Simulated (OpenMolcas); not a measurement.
# Nb²⁺ among point charges: CASSCF levels and susceptibility

How does a field of 4 point charges split the states of Nb²⁺, and what χT follows?

Program: OpenMolcas 26.06. Level of theory: state-averaged CASSCF, spin-orbit coupling by RASSI with atomic mean-field integrals. These are calculated values, not measurements, unless marked.

1 further run of the same task is left out (it didn't finish).

## (1) What is computed

```
Species                           : Nb²⁺ (niobium, Z = 41, 39 electrons)
Basis                             : ANO-RCC-VDZP [6s5p3d1f], 43 functions
Scalar Hamiltonian                : DKH2, point nucleus
Inactive shells                   : 1s 2s 2p 3s 3p 3d 4s 4p
Active space                      : 3 electrons in 5 orbitals (4d)
Some configurations of this space : 4d³
Orbitals                          : optimised for each spin and parity, averaged over all roots
```

Outer shells as boxes (Hund's rule):

4d3
```
4d [↑ ][↑ ][↑ ][  ][  ]
```

The ion sits among 4 point charges of -2.5 e arranged as a square (D4h), 1.85 Å from the ion. The active orbitals were held to one l.

The work runs as a chain of OpenMolcas steps in one folder; each step below is one input file. Labels, J, g values, rates, χT and fits are worked out afterwards by a script from the matrices that RASSI stores. The input lists half of the charges; inversion (Group=XYZ) makes the rest.

## (2) One- and two-electron integrals

Input file a.inp:

```
&GATEWAY
Coord
1

Nb 0.0 0.0 0.0
Basis=ANO-RCC-VDZP
Group=XYZ
NoMove
AngMom=0.0 0.0 0.0
AMFI
XField
2 Angstrom 0
1.850000 0.000000 0.000000 -2.500000
0.000000 1.850000 0.000000 -2.500000
&SEWARD
```

Command:

```sh
$ OMP_NUM_THREADS=1 MOLCAS_MEM=1689 MOLCAS_PROJECT=a pymolcas a.inp > a.log
```

## (3) CASSCF: quartets of even parity, 10 roots

Input file a.inp:

```
&RASSCF
FileOrb=start.orb
Symmetry=1
Spin=4
nActEl=3 0 0
Inactive=9 9
Ras2=5 0
CIRoot=10 10 1
SDav=10
CIMx=300
Iter=120 100
PrWF=0.3
OrbListing=Nothing
MaxOrb=0
SupSym
1
15 4 5 6 7 8 10 11 12 13 14 17 18 19 20 21
0
>>> COPY $Project.JobIph JOB001
```

start.orb holds the contracted functions of the basis, ordered by shell, or the orbitals of the step before.

## (4) CASSCF: doublets of even parity, 40 roots

Input file a.inp:

```
&RASSCF
FileOrb=start.orb
Symmetry=1
Spin=2
nActEl=3 0 0
Inactive=9 9
Ras2=5 0
CIRoot=40 40 1
SDav=40
CIMx=300
Iter=120 100
PrWF=0.3
OrbListing=Nothing
MaxOrb=0
SupSym
1
15 4 5 6 7 8 10 11 12 13 14 17 18 19 20 21
0
>>> COPY $Project.JobIph JOB002
```

## (5) State interaction with spin-orbit coupling

Input file a.inp:

```
&RASSI
NrOfJobIphs=2 10 40
1 2 3 4 5 6 7 8 9 10
1 2 3 4 5 6 7 8 9 10 11 12 13 14 15 16 17 18 19 20 21 22 23 24 25 26 27
28 29 30 31 32 33 34 35 36 37 38 39 40
IphNames
JOB001
JOB002
EJob
SpinOrbit
DIPRint=1.0
SOCoupling=1000.0
Subsets=2
Property=9
'ANGMOM' 1 'ANGMOM' 2 'ANGMOM' 3 'MLTPL  1' 1 'MLTPL  1' 2 'MLTPL  1' 3
'AMFI' 1 'AMFI' 2 'AMFI' 3
SOProperty=3
'ANGMOM' 1 'ANGMOM' 2 'ANGMOM' 3
```

Q: Predict the outcome of this session. Wanted: spin-free ground state; first state of the same spin within the active space; lowest level; next level.

**Answer**, as computed:

| quantity | value |
| --- | --- |
| method | CASSCF |
| spin-free ground state | 4A2, 1-fold in its orbital part |
| first state of the same spin within the active space | 4B1 at 20000 cm⁻¹ |
| lowest level | 2-fold E3/2, g = 0.00, 0.00, 5.12 |
| next level | 174.5 cm⁻¹ |
| χT at 300 K | 1.36 cm³ K/mol |
| effective moment at 300 K | 3.30 μB |

What this shows: The spin-free ground state (4A2) comes to 83 % from free-ion P terms and keeps the highest spin of the shell. χT at 300 K is 1.36, against 1.88 cm³ K/mol for the spin alone, so spin-orbit coupling lowers it. The field of point charges can differ much from that of real complexes. Point charges carry no covalency, so the field is a model and not that of real ligands.
